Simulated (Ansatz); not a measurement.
# Ge2: the cost of one run

Program: Ansatz 0.2.0. Level of theory: the levels named in each step. These are calculated values, not measurements.

## Step 1: The structure to begin with

Bond lengths: Ge1–Ge2 2.308 Å.

As a file:

```xyz
2

Ge    0.0000    0.0000    0.0000
Ge    0.0000    0.0000    2.3079
```

## Step 2: A rough first relaxation, PBE-D4/def2-SVP

Input file input.yaml:

```yaml
crystal:
  periodic: [false, false, false]
  atoms:
    - { symbol: Ge, position_ang: [0.0, 0.0, 0.0] }
    - { symbol: Ge, position_ang: [0.0, 0.0, 2.30791] }
magnetization:
  spin_polarized: true
  initial_magnetization: 1
total_charge: 1
basis:
  gaussian: { orbitals: def2-SVP }
hamiltonian:
  xc: pbe
  dispersion: d4
relax:
  f_tol: 0.03
  max_steps: 200
```

The run is started by

```sh
> ansatz run input.yaml --threads 2 --pin off --max-ram 5120MiB --backend cpu --events-out ev --progress --plain --runs-dir out
```

**Question.** How long does this run take on 2 threads of Intel Xeon at 2.50GHz (Skylake/Cascade Lake), shared host, and how much memory does it need?

About 63 s, with a peak of 0.15 GiB.
